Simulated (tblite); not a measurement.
# GeH10O2Si3: the cost of one run

Programs: tblite 0.8.0 and PySCF 2.14.0. All values are calculated, for the isolated system unless a continuum is named. Atoms count from 0, parts from 1.

### Step 1. The system as given

16 atoms, charge 0, multiplicity 1; geometry: distance geometry start.

### Step 2. Geometry optimisation with GFN2-xTB

The job: settings as JSON, then the geometry in Å.

```
{"job": {"kind": "relax", "xc": "GFN2-xTB", "basis": "xTB"}, "charge": 0, "multiplicity": 1}
Si    -0.044453     0.122821     0.321596
Si     0.137854    -2.008544    -0.290091
O     -1.409441     0.359314     1.375002
Si    -2.661470     0.868118     0.332271
O      1.395250     0.744064     1.019010
Ge     2.593581     0.827638    -0.307539
H     -0.268282     0.894418    -0.901443
H      0.756666    -2.089952    -1.597185
H      0.936126    -2.741223     0.689940
H     -1.180007    -2.648052    -0.282943
H     -3.907302     1.084007     1.088687
H     -2.205017     2.125823    -0.312659
H     -2.904862    -0.163518    -0.695283
H      2.242584    -0.248462    -1.368311
H      4.032968     0.633071     0.236480
H      2.489953     2.220243    -0.981657
```

With the program's defaults for keys left out, this is: GFN2-xTB geometry optimisation, gas phase.

Run with:

```sh
$ OMP_NUM_THREADS=1 python cluster_run.py task.json out
```

This one command runs all jobs of the session in turn.

Q: Estimate the wall time of this first job on 1 thread of Arm Neoverse V1, shared host.

About 8.9 s.
